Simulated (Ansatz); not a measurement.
# Hf3WO9: melt and quench

Program: Ansatz 0.2.0. Level of theory: DFT PBE, scalar-relativistic, plane waves, PAW. These are calculated values, not measurements.

**1. The system as given**

The cell holds 26 atoms (Hf6O18W2): a = 7.036 Å, b = 7.080 Å, c = 7.171 Å, α = 92.04°, β = 90.47°, γ = 89.79°.

It is the last frame of an earlier stage of the same melt, run at 2160 K.

As a file:

```cif
data_structure
_symmetry_space_group_name_H-M 'P 1'
_symmetry_Int_Tables_number 1
_cell_length_a 7.0355
_cell_length_b 7.0804
_cell_length_c 7.1714
_cell_angle_alpha 92.037
_cell_angle_beta 90.465
_cell_angle_gamma 89.786
_cell_volume 357.00
loop_
_atom_site_label
_atom_site_type_symbol
_atom_site_fract_x
_atom_site_fract_y
_atom_site_fract_z
_atom_site_occupancy
W1 W 0.18631 0.08878 0.02626 1
W2 W 0.47894 0.78465 0.69682 1
O1 O 0.68294 0.16714 0.20703 1
O2 O 0.76143 0.31018 0.81868 1
O3 O 0.99364 0.57857 0.99400 1
O4 O 0.67649 0.72030 0.83134 1
O5 O 0.04807 0.06194 0.83531 1
O6 O 0.39088 0.27445 0.99527 1
O7 O 0.38364 0.90313 0.03812 1
O8 O 0.02388 0.79462 0.62968 1
O9 O 0.17592 0.45365 0.22695 1
O10 O 0.65067 0.98442 0.62344 1
O11 O 0.34200 0.98766 0.73342 1
O12 O 0.09250 0.07428 0.25381 1
O13 O 0.00483 0.38686 0.47253 1
O14 O 0.22395 0.76813 0.48253 1
O15 O 0.30413 0.25129 0.49093 1
O16 O 0.60011 0.51037 0.54686 1
O17 O 0.64760 0.59983 0.18757 1
O18 O 0.34113 0.60433 0.79800 1
Hf1 Hf 0.53632 0.21870 0.69236 1
Hf2 Hf 0.25347 0.67010 0.04263 1
Hf3 Hf 0.89749 0.39474 0.19184 1
Hf4 Hf 0.11012 0.08814 0.54436 1
Hf5 Hf 0.47389 0.35448 0.27278 1
Hf6 Hf 0.88249 0.53207 0.67634 1
```

**2. Stage at 1200 K**

One k point, a Fermi-Dirac width of 0.103 eV and a fixed cell.

Input file input.yaml:

```yaml
crystal:
  lattice:
    - [7.035453, 0.012944, -0.028723]
    - [0.012944, 7.079294, -0.126634]
    - [-0.028723, -0.126634, 7.170252]
  atoms:
    - { symbol: W, position: [0.1863145831, 0.0887774026, 0.0262646461] }
    - { symbol: W, position: [0.4789355658, 0.784652892, 0.6968178983] }
    - { symbol: O, position: [0.6829438018, 0.1671381152, 0.2070282636] }
    - { symbol: O, position: [0.7614275612, 0.3101757749, 0.8186787796] }
    - { symbol: O, position: [0.9936415799, 0.578571736, 0.9940029796] }
    - { symbol: O, position: [0.6764855661, 0.7203042748, 0.8313448957] }
    - { symbol: O, position: [0.048071923, 0.0619411207, 0.8353060489] }
    - { symbol: O, position: [0.3908845025, 0.2744505662, 0.9952685232] }
    - { symbol: O, position: [0.3836381979, 0.9031275751, 0.0381214732] }
    - { symbol: O, position: [0.0238835501, 0.7946247457, 0.6296802468] }
    - { symbol: O, position: [0.1759205606, 0.4536489616, 0.2269464967] }
    - { symbol: O, position: [0.6506710498, 0.9844206776, 0.6234396433] }
    - { symbol: O, position: [0.3420043895, 0.9876618286, 0.7334231712] }
    - { symbol: O, position: [0.0925022544, 0.0742753992, 0.2538055638] }
    - { symbol: O, position: [0.0048341046, 0.3868588815, 0.4725302181] }
    - { symbol: O, position: [0.2239478081, 0.7681278711, 0.4825278786] }
    - { symbol: O, position: [0.3041288826, 0.2512861489, 0.4909260849] }
    - { symbol: O, position: [0.600108458, 0.5103708651, 0.5468557628] }
    - { symbol: O, position: [0.6476046388, 0.5998285241, 0.1875720415] }
    - { symbol: O, position: [0.3411302863, 0.6043312183, 0.7980044465] }
    - { symbol: Hf, position: [0.5363225538, 0.2186996052, 0.6923588556] }
    - { symbol: Hf, position: [0.2534719607, 0.670095605, 0.0426339775] }
    - { symbol: Hf, position: [0.8974924924, 0.394736789, 0.1918447232] }
    - { symbol: Hf, position: [0.1101157274, 0.0881436406, 0.5443614131] }
    - { symbol: Hf, position: [0.4738854225, 0.3544798705, 0.272781474] }
    - { symbol: Hf, position: [0.8824942932, 0.5320662081, 0.6763374723] }
  symmetry: { detect: false }
basis:
  ecutwfc: 420
  xc_grid: 1
kpoints:
  mp_grid: { grid: [1, 1, 1], shift: [0.0, 0.0, 0.0] }
hamiltonian:
  xc: pbe
scf:
  occupations: { method: fermi_dirac, width: 0.1034 }
  lower_state_search: "off"
  convergence: { dr2_threshold: 1.0e-05 }
output:
  forces: true
  stress: true
md:
  timestep: 2.0
  n_steps: 84
  ensemble: nvt_langevin
  friction: 0.03
  temperature: 1200.0
  initial_velocities: maxwell_boltzmann
  seed: 41592
```

Launch:

```bash
> ansatz run input.yaml --threads 2 --pin off --max-ram 5120MiB --backend cpu --events-out ev --progress --plain --runs-dir out
```

What time and memory should one allow on 2 threads of Intel Xeon Platinum 8259CL at 2.50GHz (Skylake/Cascade Lake), shared host?

About 3.5 min, with a peak of 0.58 GiB.
